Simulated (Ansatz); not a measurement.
# AlBrH2N radical: up Jacob's ladder to CCSD(T)

The task here is to estimate one member of a computed series from the others.

The runs use Ansatz 0.2.0, Gaussian basis; functionals in def2-TZVPP, the program's frozen cores in correlated methods.

The runs, in order: LDA (SPW92), PBE-D4, revPBE-D4, BLYP-D4, r2SCAN-D4, B97M-V, PBE0-D4, B3LYP-D4, r2SCANh-D4, r2SCAN0-D4, HSE06-D4, BHLYP-D4, CAM-B3LYP-D4, LC-ωPBE, ωB97X-V, ωB97M-V, B2PLYP, PBE-QIDH; CCSD(T)/def2-SVP; CCSD(T)/def2-TZVPP; CCSD(T)/def2-QZVPP; extrapolation to the limit; RPA on PBE.

**The geometry**

An earlier PBE0-D4 in a triple-zeta def2 set relaxation fixed the geometry.

SMILES `[NH2][Al][Br]`, 5 atoms, charge 0, spin multiplicity 2.

Atoms are counted from 1 here; the program's logs count them from 0.

Bond lengths: N1–Al2 1.765 Å, N1–H4 1.009 Å, N1–H5 1.007 Å, Al2–Br3 2.281 Å. Angles: Al2–N1–H4 124.1°, Al2–N1–H5 124.9°, H4–N1–H5 110.9°, N1–Al2–Br3 116.6°.

As a file:

```xyz
5

N    -0.5130    0.4228   -0.4180
Al    0.0800   -1.1686    0.0635
Br    1.8860   -1.2072    1.4558
H    -0.1043    1.2944   -0.1165
H    -1.2989    0.5851   -1.0262
```

The first run:

The input, in.yaml:

```yaml
crystal:
  periodic: [false, false, false]
  atoms:
    - {symbol: N, position_ang: [-0.512957, 0.422764, -0.418018]}
    - {symbol: Al, position_ang: [0.080005, -1.168624, 0.063459]}
    - {symbol: Br, position_ang: [1.885954, -1.207218, 1.455771]}
    - {symbol: H, position_ang: [-0.104257, 1.294409, -0.116495]}
    - {symbol: H, position_ang: [-1.298946, 0.585070, -1.026216]}
basis:
  gaussian: {orbitals: def2-TZVPP}
magnetization: {spin_polarized: true, initial_magnetization: 1}
hamiltonian: {xc: lda}
output: {orbitals: {seedname: orbitals}}
```

Run with:

```sh
$ ansatz run in.yaml --threads 2 --pin off --events-out ev --progress --plain --max-ram 32768MiB --backend cpu
```

Steps of the session up to this table: LDA; PBE-D4 (GGA); revPBE-D4 (GGA); BLYP-D4 (GGA); r2SCAN-D4 (meta-GGA); B97M-V (meta-GGA); B3LYP-D4 (hybrid); r2SCANh-D4 (hybrid); r2SCAN0-D4 (hybrid); HSE06-D4 (hybrid); BHLYP-D4 (hybrid); CAM-B3LYP-D4 (range-separated); LC-ωPBE (range-separated); ωB97X-V (range-separated); ωB97M-V (range-separated); B2PLYP (double hybrid); PBE-QIDH (double hybrid).

One table of the session follows, with a row left open; its other results are not shown here.

It belongs to the step «Orbital energies across the functionals». 

```
  functional  HOMO (eV)  LUMO (eV)  gap (eV)
 LDA (SPW92)      -5.08      -3.86      1.23
      PBE-D4      -5.08      -3.51      1.57
   revPBE-D4          ?          ?         ?
     BLYP-D4      -4.88      -3.53      1.35
   r2SCAN-D4      -5.39      -3.03      2.36
      B97M-V      -5.01      -4.01      1.00
     PBE0-D4      -6.11      -2.69      3.42
    B3LYP-D4      -5.86      -3.06      2.80
  r2SCANh-D4      -5.76      -2.81      2.95
  r2SCAN0-D4      -6.32      -2.49      3.83
    HSE06-D4      -5.72      -3.06      2.66
    BHLYP-D4      -6.96      -2.05      4.91
CAM-B3LYP-D4      -7.28      -1.93      5.35
     LC-ωPBE      -8.64      -0.55      8.08
     ωB97X-V      -8.16      -1.02      7.14
     ωB97M-V      -7.76      -1.27      6.49
```

**Question.** Estimate the row for revPBE-D4.

As computed: HOMO (eV): -5.06; LUMO (eV): -3.36; gap (eV): 1.71. In the column «HOMO (eV)» it lies between PBE-D4 (-5.08) and B97M-V (-5.01).
